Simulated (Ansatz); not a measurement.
# C₂H₄InN: up Jacob's ladder to CCSD(T)

One table from this session's results is given with a row withheld; the runs are named, their logs left out.

Program: Ansatz 0.2.0, Gaussian basis. Level of theory: functionals in def2-TZVPP, the program's frozen cores in correlated methods. These are calculated values, not measurements.

Plan: LDA (SPW92), PBE-D4, revPBE-D4, BLYP-D4, r2SCAN-D4, B97M-V, PBE0-D4, B3LYP-D4, r2SCANh-D4, r2SCAN0-D4, HSE06-D4, BHLYP-D4, CAM-B3LYP-D4, LC-ωPBE, ωB97X-V, ωB97M-V, B2PLYP, PBE-QIDH; CCSD(T)/def2-SVP; CCSD(T)/def2-TZVPP; MP2/def2-QZVPP; extrapolation to the limit; RPA on PBE.

## Structure used throughout

All runs share one geometry, relaxed beforehand with PBE0-D4 in a triple-zeta def2 set. In takes the def2 core potential; no spin-orbit term is included.

SMILES `C#[C][InH][NH2]`, 8 atoms, charge 0, spin multiplicity 1.

Atoms are counted from 1 here; the program's logs count them from 0.

Bond lengths: C1–C2 1.209 Å, C1–H5 1.066 Å, C2–In3 2.088 Å, In3–N4 1.996 Å, In3–H6 1.699 Å, N4–H7 1.006 Å, N4–H8 1.005 Å. Angles: C2–C1–H5 179.8°, C1–C2–In3 179.3°, C2–In3–N4 112.6°, C2–In3–H6 126.2°, N4–In3–H6 121.2°, In3–N4–H7 123.3°, In3–N4–H8 124.8°, H7–N4–H8 111.9°.

The first run:

in.yaml reads:

```yaml
crystal:
  periodic: [false, false, false]
  atoms:
    - {symbol: C, position_ang: [1.399231, 1.588464, -1.568373]}
    - {symbol: C, position_ang: [0.828981, 1.052096, -0.646818]}
    - {symbol: In, position_ang: [-0.150460, 0.145567, 0.959186]}
    - {symbol: N, position_ang: [-1.052207, -1.559991, 0.445763]}
    - {symbol: H, position_ang: [1.901474, 2.059275, -2.382758]}
    - {symbol: H, position_ang: [-0.215000, 0.730262, 2.553435]}
    - {symbol: H, position_ang: [-1.038224, -1.931837, -0.488780]}
    - {symbol: H, position_ang: [-1.581695, -2.140938, 1.072645]}
basis:
  gaussian: {orbitals: def2-TZVPP}
hamiltonian: {xc: lda}
output: {orbitals: {seedname: orbitals}}
```

Command:

```sh
$ ansatz run in.yaml --threads 2 --pin off --events-out ev --progress --plain --max-ram 4352MiB
```

Among the steps run: LDA; PBE-D4 (GGA); revPBE-D4 (GGA); BLYP-D4 (GGA); r2SCAN-D4 (meta-GGA); B97M-V (meta-GGA); B3LYP-D4 (hybrid); r2SCANh-D4 (hybrid); r2SCAN0-D4 (hybrid); HSE06-D4 (hybrid); BHLYP-D4 (hybrid); CAM-B3LYP-D4 (range-separated); LC-ωPBE (range-separated); ωB97X-V (range-separated); ωB97M-V (range-separated); B2PLYP (double hybrid); PBE-QIDH (double hybrid).

One table of the session follows, with a row left open; its other results are not shown here.

It belongs to the step «Orbital energies across the functionals». 

```
  functional  HOMO (eV)  LUMO (eV)  gap (eV)
 LDA (SPW92)      -6.01      -2.23      3.78
      PBE-D4      -5.80      -1.96      3.83
   revPBE-D4      -5.71      -1.85      3.87
     BLYP-D4      -5.68      -1.91      3.77
   r2SCAN-D4      -6.03      -1.73      4.30
      B97M-V      -6.07      -1.92      4.15
     PBE0-D4          ?          ?         ?
    B3LYP-D4      -6.86      -1.50      5.36
  r2SCANh-D4      -6.51      -1.47      5.04
  r2SCAN0-D4      -7.26      -1.09      6.17
    HSE06-D4      -6.67      -1.60      5.07
    BHLYP-D4      -8.30      -0.57      7.74
CAM-B3LYP-D4      -8.50      -0.41      8.09
     LC-ωPBE      -9.91       0.68     10.59
     ωB97X-V      -9.52       0.56     10.08
     ωB97M-V      -9.44       0.30      9.74
```

**Question.** Estimate the row for PBE0-D4.

As computed: HOMO (eV): -7.08; LUMO (eV): -1.24; gap (eV): 5.84. In the column «HOMO (eV)» it lies between r2SCAN0-D4 (-7.26) and B3LYP-D4 (-6.86).
